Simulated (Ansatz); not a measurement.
# B₂ClH₃S: small, medium and large basis sets

Aim: see how fast density functionals converge with the basis set for B₂ClH₃S.

Computed with Ansatz 0.2.0, Gaussian basis. Level: one geometry, several basis sets.

Plan: PBE0-D4/def2-SVP; ωB97M-V/def2-SVP; PBE0-D4/def2-QZVPP; ωB97M-V/def2-QZVPP; the functionals' def2-TZVPP values are taken from earlier runs.

### Step 1. Structure used throughout

All runs share one geometry, relaxed beforehand with PBE0-D4 in a triple-zeta def2 set.

SMILES `SBBCl`, 7 atoms, charge 0, spin multiplicity 1.

Atoms are counted from 1 here; the program's logs count them from 0.

Bond lengths: S1–B2 1.769 Å, S1–H5 1.345 Å, B2–B3 1.670 Å, B2–H6 1.196 Å, B3–Cl4 1.748 Å, B3–H7 1.196 Å. Angles: B2–S1–H5 99.6°, S1–B2–B3 120.7°, S1–B2–H6 118.7°, B3–B2–H6 120.5°, B2–B3–Cl4 119.4°, B2–B3–H7 124.9°, Cl4–B3–H7 115.6°.

### Step 2. PBE0-D4 in def2-SVP

The input, in.yaml:

```yaml
crystal:
  periodic: [false, false, false]
  atoms:
    - {symbol: S, position_ang: [-1.770115, 0.403891, 0.325745]}
    - {symbol: B, position_ang: [-0.023913, 0.455844, 0.048708]}
    - {symbol: B, position_ang: [0.873854, -0.951246, -0.008123]}
    - {symbol: Cl, position_ang: [1.084585, -1.773836, -1.536466]}
    - {symbol: H, position_ang: [-2.042506, 1.720382, 0.290494]}
    - {symbol: H, position_ang: [0.503995, 1.519921, -0.091953]}
    - {symbol: H, position_ang: [1.435299, -1.442957, 0.925997]}
basis:
  gaussian: {orbitals: def2-SVP}
hamiltonian: {xc: pbe0, dispersion: d4}
output: {orbitals: {seedname: orbitals}}
```

Launch:

```console
$ ansatz run in.yaml --threads 2 --pin off --events-out ev --progress --plain --max-ram 4352MiB
```

The runs that follow: ωB97M-V in def2-SVP; PBE0-D4 in def2-QZVPP; ωB97M-V in def2-QZVPP.

Q: Predict the results of all the runs planned. Wanted: PBE0-D4: double and triple zeta above quadruple; ωB97M-V: double and triple zeta above quadruple.

As calculated:

| quantity | value |
| --- | --- |
| PBE0-D4: double and triple zeta above quadruple | 10.29, 0.78 eV |
| ωB97M-V: double and triple zeta above quadruple | 10.28, 0.74 eV |

In words: PBE0-D4 gains 9.51 eV from double to triple zeta, then 0.78 eV more. Total energies overstate the basis error of differences, where much of it tends to cancel.
